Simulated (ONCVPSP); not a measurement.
# How the radius of the p waves shapes an ONCV potential for Al

One potential is built and tested. Then the radius of the p waves is changed, to learn what it costs or gains.

Program: ONCVPSP 4.0.1. Reference atom: PBEsol, scalar-relativistic, spherical and spin-unpolarised. All values are calculated.

**1. The atom and the settings**

The settings as typed:

```
element                 : aluminium (Al, Z = 13)
type                    : optimised norm-conserving Vanderbilt (ONCV)
frozen core             : [Ne]
valence charge          : 3
reference configuration : 3s2 3p1
partial waves           : 3s: rc 2.30 bohr, ncon 3, nbas 7, qcut 2.7 1/bohr, 2 projectors, debl 2.3 Ha; 3p: rc 2.84 bohr, ncon 4, nbas 9, qcut 4.2 1/bohr, 2 projectors, debl 1.8 Ha
local potential         : polynomial inside 1.85 bohr (lpopt 3, dvloc0 -1 Ha)
core correction         : Teter function, fcfact 3.75, rcfact 1.6
```

An earlier all-electron run gives the scale for the radii.

All-electron outer shells of the reference configuration (PBEsol, scalar-relativistic, ld1.x):

```json
{"shell": "2s", "level (eV)": "-107.85", "outermost node (bohr)": "0.16", "outermost maximum (bohr)": "0.50"}
{"shell": "2p", "level (eV)": "-69.54", "outermost node (bohr)": "–", "outermost maximum (bohr)": "0.43"}
{"shell": "3s", "level (eV)": "-7.71", "outermost node (bohr)": "0.80", "outermost maximum (bohr)": "2.09"}
{"shell": "3p", "level (eV)": "-2.69", "outermost node (bohr)": "0.82", "outermost maximum (bohr)": "2.64"}
```

**2. The first potential**

Al.dat reads:

```
# ATOM AND REFERENCE CONFIGURATION
# atsym  z   nc   nv     iexc    psfile
  Al 13.00    3    2  -116133      upf
#
#   n    l    f
    1    0    2.00
    2    0    2.00
    2    1    6.00
    3    0    2.00
    3    1    1.00
#
# PSEUDOPOTENTIAL AND OPTIMIZATION
# lmax
    1
#
#   l,   rc,      ep,       ncon, nbas, qcut
    0    2.30    0.00    3    7    2.70
    1    2.84    0.00    4    9    4.20
#
# LOCAL POTENTIAL
# lloc, lpopt,  rc(5),   dvloc0
    4    3    1.85   -1.00
#
# VANDERBILT-KLEINMAN-BYLANDER PROJECTORs
# l, nproj, debl
    0    2    2.30
    1    2    1.80
#
# MODEL CORE CHARGE
# icmod, fcfact, rcfact
    3    3.75    1.60
#
# LOG DERIVATIVE ANALYSIS
# epsh1, epsh2, depsh
   -2.00    5.00    0.02
#
# OUTPUT GRID
# rlmax, drl
    6.00    0.01
#
# TEST CONFIGURATIONS
# ncnf
    4
# nvcnf
#   n    l    f
    2
    3    0    2.00
    3    1    0.00
#
    2
    3    0    1.00
    3    1    0.00
#
    2
    3    0    2.00
    3    1    0.50
#
    2
    3    0    1.00
    3    1    1.00
#
```

The run is started by

```bash
$ oncvpsp.x < Al.dat > Al.out
```

The output, Al.out (without the consistency checks and plot data):

```text
ONCVPSP  (Optimized Norm-Conservinng Vanderbilt PSeudopotential)
scalar-relativistic version 4.0.1

#   n    l    f        energy (Ha)
    1    0    2.00    -5.5411865E+01
    2    0    2.00    -3.9633103E+00
    2    1    6.00    -2.5555277E+00
    3    0    2.00    -2.8352285E-01
    3    1    1.00    -9.8840271E-02

Reference configufation results
  iterations    25
  all-electron total energy (Ha)   -2.42196117D+02

Begin loop to  construct optimized pseudo wave functions
and semi-local pseudopoentials for all angular momenta

   Wellstate for l =  0  n =  5
     eigenvalue =   2.0165
     asymptotic potential =   2.5165
     half-point radius =  4.0151

Calculating optimized projector #   1

 for l=   0

    Fraction of norm inside rc  0.458624
    Optimizing pswf for qcut=   2.71 a_B^-1,  ecut=   3.67 Ha
    Residual kinetic energy error=  1.31D-03 Ha

    Energy error per electron        Cutoff
         Ha          eV             Ha
         0.01000     0.27211        1.91
         0.00100     0.02721        4.13
         0.00010     0.00272       23.71
         0.00001     0.00027       45.14

Calculating optimized projector #   2

 for l=   0

    Fraction of norm inside rc  0.167784
    Optimizing pswf for qcut=   2.71 a_B^-1,  ecut=   3.67 Ha
    Residual kinetic energy error=  8.74D-02 Ha

    Energy error per electron        Cutoff
         Ha          eV             Ha
         0.01000     0.27211        8.56
         0.00100     0.02721       30.94
         0.00010     0.00272       45.12
         0.00001     0.00027       79.82

   Wellstate for l =  1  n =  5
     eigenvalue =   1.7012
     asymptotic potential =   2.2012
     half-point radius =  4.6310

Calculating optimized projector #   1

 for l=   1

    Fraction of norm inside rc  0.402324
    Optimizing pswf for qcut=   4.20 a_B^-1,  ecut=   8.82 Ha
    Residual kinetic energy error=  1.45D-07 Ha

    Energy error per electron        Cutoff
         Ha          eV             Ha
         0.01000     0.27211        1.26
         0.00100     0.02721        2.06
         0.00010     0.00272        3.02
         0.00001     0.00027        6.27

Calculating optimized projector #   2

 for l=   1

    Fraction of norm inside rc  0.267382
    Optimizing pswf for qcut=   4.20 a_B^-1,  ecut=   8.82 Ha
    Residual kinetic energy error=  3.03D-05 Ha

    Energy error per electron        Cutoff
         Ha          eV             Ha
         0.01000     0.27211        3.74
         0.00100     0.02721        5.11
         0.00010     0.00272        6.74
         0.00001     0.00027       20.10

Construct Vanderbilt / Kleinmman-Bylander projectors

B matrix Hermiticity error, ll=   0
   1   2   -7.5078E-05

  Orthonormal projector coefficients  4.1388E+00  1.0714E+00

B matrix Hermiticity error, ll=   1
   1   2   -3.2568E-05

  Orthonormal projector coefficients  1.6507E+00  2.4118E-01

Model core correction analysis
  based on d2Exc/dn_idn_j

d2excae - all-electron derivatives

   -3.746766D-02   -2.794587D-02
   -2.794506D-02   -2.897847D-02

d2excps - pseudofunction derivatives with no core correction

   -4.008024D-02   -2.898687D-02
   -2.898792D-02   -2.941708D-02

rms 2nd derivative error    1.515686E-03

rmatch, rhocmatch    1.4115    0.3312

Teter function model core charge with specified parameters

d2excps - pseudofunction derivatives with core correction

   -3.298836D-02   -2.603565D-02
   -2.603288D-02   -2.826203D-02

rms 2nd derivative error    2.640210E-03

Pseudoatom total energy   -1.970830

Diagnostic tests using Vanderbilt-Kleinman-Bylander pseudopotentials
  1 or more projectors used as specified by nproj input data

   l    rcore       rmatch      e in        delta e   norm test  slope test

   0   2.3052243   2.3752159  -0.2835229   0.0000401   1.0000551   1.0006152
   0   2.3052243   2.3752159   2.0164771   0.0002908   0.9999741   0.9999741

   1   2.8421207   2.9284137  -0.0988403  -0.0000001   1.0000057   1.0000129
   1   2.8421207   2.9284137   1.7011597   0.0000152   1.0000542   1.0000542

 Testing for bound ghosts
   n   l    E NL Schr. Eq   E Basis Diag.   E Cutoff

   1   0       -0.283483       -0.281730     35.19

   2   1       -0.098840       -0.095758     48.75

 Testing for highly-localized positive-energy ghosts
       l    <radius>/rc     E Basis Diag.   E Cutoff

       0        0.818541        3.663178     35.19  WARNING - GHOST(+)

Test configuration 0

   n   l     f        eae           eps        diff
   1   0  2.0000  -55.41186529
   2   0  2.0000   -3.96331035
   2   1  6.0000   -2.55552771
   3   0  2.0000   -0.28352285   -0.28348273    4.01D-05
   3   1  1.0000   -0.09884027   -0.09884042   -1.48D-07

    Total energies and differences
      AE_ref= -2.42196117D+02  AE_tst= -2.42196117D+02  dif=  0.00D+00
      PS_ref= -1.97082977D+00  PS_tst= -1.97082977D+00  dif= -6.66D-16
      PSP excitation error=  6.66D-16

Test configuration 1

   n   l     f        eae           eps        diff
   1   0  2.0000  -55.72368339
   2   0  2.0000   -4.26961474
   2   1  6.0000   -2.86222184
   3   0  2.0000   -0.54295255   -0.54303993   -8.74D-05

    Total energies and differences
      AE_ref= -2.42196117D+02  AE_tst= -2.41985320D+02  dif=  2.11D-01
      PS_ref= -1.97082977D+00  PS_tst= -1.76011343D+00  dif=  2.11D-01
      PSP excitation error=  8.08D-05

Test configuration 2

   n   l     f        eae           eps        diff
   1   0  2.0000  -56.18811980
   2   0  2.0000   -4.72014152
   2   1  6.0000   -3.31272871
   3   0  1.0000   -0.86914416   -0.87709968   -7.96D-03

    Total energies and differences
      AE_ref= -2.42196117D+02  AE_tst= -2.41280807D+02  dif=  9.15D-01
      PS_ref= -1.97082977D+00  PS_tst= -1.05250044D+00  dif=  9.18D-01
      PSP excitation error= -3.02D-03

Test configuration 3

   n   l     f        eae           eps        diff
   1   0  2.0000  -55.55473563
   2   0  2.0000   -4.10429353
   2   1  6.0000   -2.69666388
   3   0  2.0000   -0.40633757   -0.40624321    9.44D-05
   3   1  0.5000   -0.20858053   -0.20847798    1.03D-04

    Total energies and differences
      AE_ref= -2.42196117D+02  AE_tst= -2.42119915D+02  dif=  7.62D-02
      PS_ref= -1.97082977D+00  PS_tst= -1.89464793D+00  dif=  7.62D-02
      PSP excitation error=  2.08D-05

Test configuration 4

   n   l     f        eae           eps        diff
   1   0  2.0000  -55.78882506
   2   0  2.0000   -4.33347825
   2   1  6.0000   -2.92547510
   3   0  1.0000   -0.57167774   -0.57444250   -2.76D-03
   3   1  1.0000   -0.35729682   -0.35802082   -7.24D-04

    Total energies and differences
      AE_ref= -2.42196117D+02  AE_tst= -2.41772491D+02  dif=  4.24D-01
      PS_ref= -1.97082977D+00  PS_tst= -1.54617827D+00  dif=  4.25D-01
      PSP excitation error= -1.03D-03
```

It took 3.5 s on 1 thread, shared host.

All-electron and pseudo partial waves u(r) = r·R(r), from the program's wave files:

| r (bohr) | 3s AE | 3s PS | 3p AE | 3p PS |
| --- | --- | --- | --- | --- |
| 0.142 | 0.0412 | 0.0446 | -0.1151 | 0.0047 |
| 0.284 | -0.2169 | 0.0893 | -0.2049 | 0.0185 |
| 0.426 | -0.2953 | 0.1349 | -0.2059 | 0.0412 |
| 0.568 | -0.2309 | 0.1829 | -0.1506 | 0.0718 |
| 0.710 | -0.0977 | 0.2343 | -0.0686 | 0.1095 |
| 0.852 | 0.0556 | 0.2894 | 0.0218 | 0.1528 |
| 0.994 | 0.2029 | 0.3466 | 0.1108 | 0.2002 |
| 1.136 | 0.3319 | 0.4033 | 0.1934 | 0.2499 |
| 1.278 | 0.4383 | 0.4575 | 0.2674 | 0.3001 |
| 1.420 | 0.5221 | 0.5080 | 0.3322 | 0.3489 |
| 1.562 | 0.5851 | 0.5550 | 0.3880 | 0.3947 |
| 1.704 | 0.6296 | 0.5978 | 0.4349 | 0.4361 |
| 1.846 | 0.6575 | 0.6343 | 0.4732 | 0.4719 |
| 1.988 | 0.6713 | 0.6599 | 0.5035 | 0.5015 |
| 2.130 | 0.6733 | 0.6707 | 0.5263 | 0.5247 |
| 2.272 | 0.6658 | 0.6658 | 0.5425 | 0.5416 |
| 2.414 | 0.6509 | 0.6508 | 0.5528 | 0.5524 |
| 2.556 | 0.6301 | 0.6301 | 0.5579 | 0.5578 |
| 2.698 | 0.6052 | 0.6051 | 0.5586 | 0.5586 |
| 2.840 | 0.5772 | 0.5772 | 0.5554 | 0.5554 |
| 2.982 | 0.5473 | 0.5473 | 0.5490 | 0.5490 |
| 3.124 | 0.5162 | 0.5162 | 0.5399 | 0.5399 |
| 3.266 | 0.4848 | 0.4848 | 0.5286 | 0.5286 |
| 3.408 | 0.4534 | 0.4534 | 0.5155 | 0.5155 |
| 3.550 | 0.4226 | 0.4226 | 0.5009 | 0.5009 |
| 3.692 | 0.3927 | 0.3927 | 0.4853 | 0.4853 |

Densities times 4π (e/bohr³); a dash where the program caps the true core:

| r (bohr) | pseudo valence | true core | model core |
| --- | --- | --- | --- |
| 0.142 | 0.1983 | – | 1.227 |
| 0.426 | 0.2099 | – | 1.11 |
| 0.710 | 0.2416 | – | 0.9061 |
| 0.994 | 0.2837 | – | 0.6652 |
| 1.278 | 0.3114 | 0.696 | 0.436 |
| 1.562 | 0.3163 | 0.1451 | 0.2525 |
| 1.846 | 0.3014 | 0.0313 | 0.127 |
| 2.130 | 0.259 | 0.006951 | 0.05415 |
| 2.414 | 0.1977 | 0.001579 | 0.01872 |
| 2.698 | 0.1435 | 0.0003658 | 0.004818 |
| 2.982 | 0.1013 | 8.597e-05 | 0.0007473 |
| 3.266 | 0.07026 | 2.052e-05 | 2.586e-05 |
| 3.550 | 0.04826 | 4.912e-06 | 1.421e-05 |

**3. The configuration tests of the same run**

Energies count from the reference configuration 3s2 3p1; the error is all-electron less pseudo.

| valence configuration | charge | ΔE all-electron (eV) | error AE − PS (meV) |
| --- | --- | --- | --- |
| 3s2 3p0 | +1 | 5.736 | +2.2 |
| 3s1 3p0 | +2 | 24.907 | -82 |
| 3s2 3p0.5 | +0.5 | 2.074 | +0.6 |
| 3s1 3p1 | +1 | 11.527 | -28 |

**4. Scattering by logarithmic derivatives**

Taken from the files of the generation run. The phase is arctan(r·R′/R) of the radial function R, unwrapped, with energies in Ha. A pole is an energy at which the radial function vanishes at the test radius. The pseudo phase is shifted by a multiple of π to meet the all-electron one at the reference energy. Levels narrower than the energy grid can be missing from the poles. The last column is the largest difference on the grid between −0.5 and +0.5 Ha.

| channel | radius (bohr) | reference (Ha) | poles AE | poles PS | window around the reference with phases within 0.05 rad (Ha) | largest difference near zero (rad) |
| --- | --- | --- | --- | --- | --- | --- |
| s | 2.33 | -0.28 | 0.72 | 0.71, 3.67 | below 2.5 | 0.001 |
| p | 2.88 | -0.10 | 0.51, 3.20 | 0.51, 3.13 | below 3.9 | 0.001 |

Phases (rad) along the scan:

| E (Ha) | s AE | s PS | p AE | p PS |
| --- | --- | --- | --- | --- |
| -1.98 | 1.230 | 1.228 | 1.343 | 1.342 |
| -1.62 | 1.154 | 1.152 | 1.307 | 1.306 |
| -1.26 | 1.014 | 1.011 | 1.249 | 1.249 |
| -0.90 | 0.675 | 0.671 | 1.138 | 1.137 |
| -0.54 | -0.272 | -0.273 | 0.817 | 0.817 |
| -0.18 | -1.093 | -1.093 | -0.568 | -0.568 |
| 0.18 | -1.383 | -1.384 | -1.365 | -1.365 |
| 0.54 | -1.521 | -1.523 | -1.585 | -1.586 |
| 0.90 | -1.615 | -1.617 | -1.749 | -1.750 |
| 1.26 | -1.702 | -1.704 | -2.079 | -2.081 |
| 1.62 | -1.814 | -1.815 | -3.681 | -3.682 |
| 1.98 | -2.022 | -2.022 | -4.404 | -4.405 |
| 2.34 | -2.658 | -2.675 | -4.566 | -4.568 |
| 2.70 | -3.888 | -3.966 | -4.643 | -4.647 |
| 3.06 | -4.329 | -4.407 | -4.695 | -4.702 |
| 3.42 | -4.485 | -4.592 | -4.739 | -4.755 |
| 3.78 | -4.565 | -4.787 | -4.787 | -4.826 |
| 4.14 | -4.615 | -6.547 | -4.856 | -5.005 |
| 4.50 | -4.652 | -7.572 | -5.004 | -6.802 |
| 4.86 | -4.682 | -7.690 | -5.764 | -7.642 |

**5. Plane-wave cutoff and ghosts**

Read off the output, the cutoffs (Ha) at which the residual kinetic energy of the hardest occupied pseudo-wave falls to 1 and 0.1 mHa per electron: 4.1 Ha and 24 Ha.

The program's own ghost test: no bound ghost flagged; GHOST(+) flagged for s at 99.7 eV.

Cutoff (Ha) at which the first wave of each channel reaches a given error (Ha per electron):

| error | s | p |
| --- | --- | --- |
| 1.0e-02 | 1.9 | 1.3 |
| 3.2e-03 | 2.9 | 1.6 |
| 1.0e-03 | 4.1 | 2.1 |
| 3.2e-04 | 13.0 | 2.5 |
| 1.0e-04 | 23.7 | 3.0 |
| 3.2e-05 | 29.5 | 5.1 |
| 1.0e-05 | 45.1 | 6.3 |

**6. Changed: radius of the p waves (bohr) = 3.08**

Edit Al.dat of step 2 so:

```diff
@@ -17,3 +17,3 @@
     0    2.30    0.00    3    7    2.70
-    1    2.84    0.00    4    9    4.20
+    1    3.08    0.00    4    9    4.20
 #
```

The run is started by

```bash
$ oncvpsp.x < Al.dat > Al.out
```

Output in Al.out (without the consistency checks and plot data):

```text
ONCVPSP  (Optimized Norm-Conservinng Vanderbilt PSeudopotential)
scalar-relativistic version 4.0.1

[... all-electron levels as in step 2 ...]

Begin loop to  construct optimized pseudo wave functions
and semi-local pseudopoentials for all angular momenta

   Wellstate for l =  0  n =  5
     eigenvalue =   2.0165
     asymptotic potential =   2.5165
     half-point radius =  4.0151

Calculating optimized projector #   1

 for l=   0

    Fraction of norm inside rc  0.458624
    Optimizing pswf for qcut=   2.71 a_B^-1,  ecut=   3.67 Ha
    Residual kinetic energy error=  1.31D-03 Ha

    Energy error per electron        Cutoff
         Ha          eV             Ha
         0.01000     0.27211        1.91
         0.00100     0.02721        4.13
         0.00010     0.00272       23.71
         0.00001     0.00027       45.14

Calculating optimized projector #   2

 for l=   0

    Fraction of norm inside rc  0.167784
    Optimizing pswf for qcut=   2.71 a_B^-1,  ecut=   3.67 Ha
    Residual kinetic energy error=  8.74D-02 Ha

    Energy error per electron        Cutoff
         Ha          eV             Ha
         0.01000     0.27211        8.56
         0.00100     0.02721       30.94
         0.00010     0.00272       45.12
         0.00001     0.00027       79.82

   Wellstate for l =  1  n =  6
     eigenvalue =   1.7012
     asymptotic potential =   2.2012
     half-point radius =  6.2374

Calculating optimized projector #   1

 for l=   1

    Fraction of norm inside rc  0.477299
    Optimizing pswf for qcut=   4.20 a_B^-1,  ecut=   8.83 Ha
    Residual kinetic energy error=  2.35D-08 Ha

    Energy error per electron        Cutoff
         Ha          eV             Ha
         0.01000     0.27211        1.26
         0.00100     0.02721        2.04
         0.00010     0.00272        2.79
         0.00001     0.00027        5.36

Calculating optimized projector #   2

 for l=   1

    Fraction of norm inside rc  0.205937
    Optimizing pswf for qcut=   4.20 a_B^-1,  ecut=   8.83 Ha
    Residual kinetic energy error=  9.50D-06 Ha

    Energy error per electron        Cutoff
         Ha          eV             Ha
         0.01000     0.27211        3.00
         0.00100     0.02721        3.93
         0.00010     0.00272        5.91
         0.00001     0.00027        9.35

Construct Vanderbilt / Kleinmman-Bylander projectors

B matrix Hermiticity error, ll=   0
   1   2   -7.5078E-05

  Orthonormal projector coefficients  4.1388E+00  1.0714E+00

B matrix Hermiticity error, ll=   1
   1   2    2.0269E-05

  Orthonormal projector coefficients  1.5943E+00  2.2930E-01

Model core correction analysis
  based on d2Exc/dn_idn_j

d2excae - all-electron derivatives

   -3.746766D-02   -2.794587D-02
   -2.794506D-02   -2.897847D-02

d2excps - pseudofunction derivatives with no core correction

   -4.007784D-02   -2.899373D-02
   -2.899479D-02   -2.940755D-02

rms 2nd derivative error    1.516336E-03

rmatch, rhocmatch    1.4115    0.3312

Teter function model core charge with specified parameters

d2excps - pseudofunction derivatives with core correction

   -3.299569D-02   -2.602684D-02
   -2.602409D-02   -2.824001D-02

rms 2nd derivative error    2.641812E-03

Pseudoatom total energy   -1.970992

Diagnostic tests using Vanderbilt-Kleinman-Bylander pseudopotentials
  1 or more projectors used as specified by nproj input data

   l    rcore       rmatch      e in        delta e   norm test  slope test

   0   2.3052243   2.3752159  -0.2835229   0.0000401   1.0000551   1.0006152
   0   2.3052243   2.3752159   2.0164771   0.0002908   0.9999741   0.9999741

   1   3.0903968   3.1842280  -0.0988403  -0.0000002   1.0000042   1.0000086
   1   3.0903968   3.1842280   1.7011597   0.0000105   1.0000415   1.0000415

 Testing for bound ghosts
   n   l    E NL Schr. Eq   E Basis Diag.   E Cutoff

   1   0       -0.283483       -0.281730     35.19

   2   1       -0.098840       -0.097194     41.26

 Testing for highly-localized positive-energy ghosts
       l    <radius>/rc     E Basis Diag.   E Cutoff

       0        0.818541        3.663178     35.19  WARNING - GHOST(+)

Test configuration 0

   n   l     f        eae           eps        diff
   1   0  2.0000  -55.41186529
   2   0  2.0000   -3.96331035
   2   1  6.0000   -2.55552771
   3   0  2.0000   -0.28352285   -0.28348273    4.01D-05
   3   1  1.0000   -0.09884027   -0.09884045   -1.80D-07

    Total energies and differences
      AE_ref= -2.42196117D+02  AE_tst= -2.42196117D+02  dif=  0.00D+00
      PS_ref= -1.97099155D+00  PS_tst= -1.97099155D+00  dif= -1.33D-15
      PSP excitation error=  1.33D-15

Test configuration 1

   n   l     f        eae           eps        diff
   1   0  2.0000  -55.72368339
   2   0  2.0000   -4.26961474
   2   1  6.0000   -2.86222184
   3   0  2.0000   -0.54295255   -0.54308993   -1.37D-04

    Total energies and differences
      AE_ref= -2.42196117D+02  AE_tst= -2.41985320D+02  dif=  2.11D-01
      PS_ref= -1.97099155D+00  PS_tst= -1.76026042D+00  dif=  2.11D-01
      PSP excitation error=  6.60D-05

Test configuration 2

   n   l     f        eae           eps        diff
   1   0  2.0000  -56.18811980
   2   0  2.0000   -4.72014152
   2   1  6.0000   -3.31272871
   3   0  1.0000   -0.86914416   -0.87717364   -8.03D-03

    Total energies and differences
      AE_ref= -2.42196117D+02  AE_tst= -2.41280807D+02  dif=  9.15D-01
      PS_ref= -1.97099155D+00  PS_tst= -1.05258537D+00  dif=  9.18D-01
      PSP excitation error= -3.10D-03

Test configuration 3

   n   l     f        eae           eps        diff
   1   0  2.0000  -55.55473563
   2   0  2.0000   -4.10429353
   2   1  6.0000   -2.69666388
   3   0  2.0000   -0.40633757   -0.40625663    8.09D-05
   3   1  0.5000   -0.20858053   -0.20848838    9.22D-05

    Total energies and differences
      AE_ref= -2.42196117D+02  AE_tst= -2.42119915D+02  dif=  7.62D-02
      PS_ref= -1.97099155D+00  PS_tst= -1.89480784D+00  dif=  7.62D-02
      PSP excitation error=  1.89D-05

Test configuration 4

   n   l     f        eae           eps        diff
   1   0  2.0000  -55.78882506
   2   0  2.0000   -4.33347825
   2   1  6.0000   -2.92547510
   3   0  1.0000   -0.57167774   -0.57439098   -2.71D-03
   3   1  1.0000   -0.35729682   -0.35804775   -7.51D-04

    Total energies and differences
      AE_ref= -2.42196117D+02  AE_tst= -2.41772491D+02  dif=  4.24D-01
      PS_ref= -1.97099155D+00  PS_tst= -1.54636227D+00  dif=  4.25D-01
      PSP excitation error= -1.00D-03
```

Wall time 3.6 s (1 thread, shared host).

Excitation and ionisation energies from 3s2 3p1, with the error of the potential.

```tsv
valence configuration	charge	ΔE all-electron (eV)	error AE − PS (meV)
3s2 3p0	+1	5.736	+1.8
3s1 3p0	+2	24.907	-84
3s2 3p0.5	+0.5	2.074	+0.5
3s1 3p1	+1	11.528	-27
```

With this change the loose cutoff stays at 4.1 Ha, the largest test error goes from -82 to -84 meV and there is no bound ghost.

**7. All runs side by side**

Cutoffs, loose and tight: the cutoffs (Ha) at which the residual kinetic energy of the hardest occupied pseudo-wave falls to 1 and 0.1 mHa per electron; empty and scattering waves don't count. The number of plane waves in a given cell goes as the cutoff to the power 3/2; it is given for the loose cutoff, relative to the first potential. Test errors are all-electron less pseudo. The phase difference is the largest within 0.5 Ha of zero, over the channels with partial waves.

```tsv
radius of the p waves (bohr)	outcome	cutoff, loose	cutoff, tight	plane waves, relative	bound ghosts	largest test error (meV)	phase difference near zero (rad)	swept channel's first wave, loose cutoff
2.84 (first)	generated	4.1 Ha	24 Ha	1.00	none	-82	0.001	2.1 Ha
3.08	generated	4.1 Ha	24 Ha	1.00	none	-84	0.001	2.0 Ha
```

The loose cutoff is 4.1 Ha at 2.84 and 4.1 Ha at 3.08. The cutoff of the swept channel's first wave is 2.1 Ha at 2.84 and 2.0 Ha at 3.08. The largest test error is 82 meV at 2.84 and 84 meV at 3.08.

The first potential by itself. The worst unpolarised test, 3s1 3p0, is off by 82 meV on 24.9 eV; by total energies transferability rates as fair. It counts as soft on the atom at that tolerance, with 4.1 Ha needed at the looser tolerance. The tighter tolerance needs 24 Ha, and converged work needs a cutoff nearer that. At the looser tolerance the 3s wave is the slowest; 3p needs 2 Ha. No bound ghost shows below the valence levels.
